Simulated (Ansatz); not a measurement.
MnCuAs, 6 atoms in the cell. Symmetry: P4/nmm, No. 129, tetragonal system. Conventional cell: a = 3.699 Å, b = 3.699 Å, c = 6.408 Å, α = 90.00°, β = 90.00°, γ = 90.00°. As (site symmetry 4mm) has 5 Mn at 2.49 to 2.64 Å and 4 Cu at 2.56 Å as nearest neighbours. Around Cu (site symmetry -4m2) lie 4 As at 2.56 Å and 4 Cu at 2.62 Å and 4 Mn at 2.84 Å. Mn (site symmetry 4mm) has 5 As at 2.49 to 2.64 Å and 4 Cu at 2.84 Å as nearest neighbours. The cell is a database's computed one.

```yaml
Program: Ansatz 0.2.0
Task: single point
Functional: RPBE
Potentials_or_basis: Ansatz PAW
Cutoff: "420 eV (not typed: the program's choice for these potentials)"
k_mesh: 7 × 7 × 4
Occupations: gaussian, width 0.05 eV
Spin: collinear spin, ferromagnetic start
Starting_moments: "[0.0, 0.0, 0.6, 0.6, 4.0, 4.0] μB"
```

Potentials or basis: Ansatz PAW.

Command:

```bash
$ ansatz run input.yaml --threads 2 --pin off --max-ram 5632MiB --backend cpu --events-out ev --progress --plain --runs-dir out
```

Hardware: 2 threads of Arm Neoverse V1 (shared host).

Problem. How long does it take, and how much memory?

Solution. Wall time 19 s on 2 threads of Arm Neoverse V1 (shared host), peak memory 0.59 GiB. Counts: scf iterations 15, plane waves 1717, k points 30, bands 65.
